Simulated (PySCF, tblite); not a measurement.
**C₆H₉F₂O radical: geometry, infrared bands and EPR parameters**

Aim: predict the infrared bands and EPR parameters of C₆H₉F₂O radical (`C=C(C)OC[C](F)CF`).

The runs use tblite 0.8.0 and PySCF 2.14.0, with density-fitted response routines of our own; the level of theory stands in each step. All values are computed, except where a source is named. Atoms are numbered from 0 throughout.

### Step 1. Starting geometry

18 atoms, charge 0, multiplicity 2; geometry from: force field or distance geometry start.

Bonds of the start (Å): C0–C1 1.33, C1–C2 1.50, C1–O3 1.38, O3–C4 1.41, C4–C5 1.48, C5–F6 1.35, C5–C7 1.49, C7–F8 1.35, C0–H9 1.07, C0–H10 1.10, C2–H11 1.09, C2–H12 1.11, C2–H13 1.10, C4–H14 1.10, C4–H15 1.09, C7–H16 1.10, C7–H17 1.09.

### Step 2. Geometry optimisation with GFN2-xTB

The job: settings as JSON, then the geometry in Å.

```
{"job": {"kind": "relax", "xc": "GFN2-xTB", "basis": "xTB"}, "charge": 0, "multiplicity": 2}
C     -1.912200     1.340900    -0.393800
C     -1.502200     0.146500     0.022100
C     -2.424300    -0.825300     0.706400
O     -0.218500    -0.346400    -0.087900
C      0.773200     0.462900    -0.690400
C      2.054600    -0.282400    -0.696700
F      2.629600    -0.658600    -1.863100
C      2.723400    -0.592600     0.599700
F      3.012000     0.542400     1.276800
H     -1.282000     2.064600    -0.876600
H     -2.958600     1.644500    -0.260700
H     -2.079800    -1.056000     1.713500
H     -3.454800    -0.421800     0.799800
H     -2.481800    -1.755500     0.129900
H      0.891900     1.413500    -0.145700
H      0.487700     0.679000    -1.722200
H      2.077500    -1.214000     1.231700
H      3.655500    -1.135500     0.425500
```

Run with:

```
$ OMP_NUM_THREADS=1 python probes_run.py task.json out
```

This one command runs all jobs of the session in turn.

**Question.** This job is followed by: GFN2-xTB harmonic vibrations, gas phase; UKS B3LYP, pcH-1 on C F H O, non-relativistic, mean-field spin-orbit, GIAO. Predict these results of the whole session: strongest single infrared mode (GFN2-xTB); zero-point energy (GFN2-xTB); g(iso) (B3LYP); ⟨S²⟩; largest a(iso) (averaged by class); potential on the surface of density 0.002 e/bohr³, 1st and 99th percentile.

The runs gave:

| quantity | value |
| --- | --- |
| strongest single infrared mode (GFN2-xTB) | 1727 cm⁻¹, 162 km/mol |
| zero-point energy (GFN2-xTB) | 85.2 kcal/mol |
| g(iso) (B3LYP) | 2.00331 |
| ⟨S²⟩ | 0.754 (exact 0.75) |
| largest a(iso) (averaged by class) | 19F on F8, 299.6 MHz |
| potential on the surface of density 0.002 e/bohr³, 1st and 99th percentile | -1.04 V and 0.99 V |

**Reading.** Over 78 steps the energy fell by 0.109 eV; of the close pairs, C7–F8 changed most, 1.353 to 1.400 Å. All 48 modes are real, so the xTB geometry is a minimum. The strongest single mode, at 1727 cm⁻¹, moves mainly C1 and C0. GFN2-xTB is a fitted tight-binding method: band positions and strengths are rough. Its intensities can rank the bands wrongly. Most of the unpaired spin sits on C5 (0.89 e). The isotropic g lies 1.0 ppt above the free-electron value.
